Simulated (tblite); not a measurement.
# Ca5Se5: the cost of one run

Programs: tblite 0.8.0 and PySCF 2.14.0. All values are calculated, for the isolated system unless a continuum is named. Atoms count from 0, parts from 1.

1 further run of the same task is left out (it didn't finish).

## Step 1: The system as given

10 atoms, charge 0, multiplicity 1; geometry: distance geometry start.

## Step 2: Relaxing the cluster with GFN2-xTB

The job: settings as JSON, then the geometry in Å.

```
{"job": {"kind": "relax", "xc": "GFN2-xTB", "basis": "xTB"}, "charge": 0, "multiplicity": 1}
Ca     3.806736    -1.066098    -1.800976
Se     2.374443     1.004348    -2.428657
Ca     0.178258     2.231309    -1.936839
Se    -1.980987     2.169690    -0.550017
Ca    -3.308646     0.832438     1.241033
Se    -3.212639    -1.291373     2.697013
Ca    -1.815802    -3.347217     3.337746
Se     0.400476    -4.586946     2.858591
Ca     2.588161    -4.512101     1.467646
Se     3.874802    -3.156079    -0.294080
```

Method: GFN2-xTB geometry optimisation, gas phase.

On the command line:

```bash
$ OMP_NUM_THREADS=1 python cluster_run.py task.json out
```

One launch serves the whole session: the jobs run in the order shown.

**Question.** How long does this first job take on 1 thread of Arm Neoverse N1, shared host?

About 2.5 s.
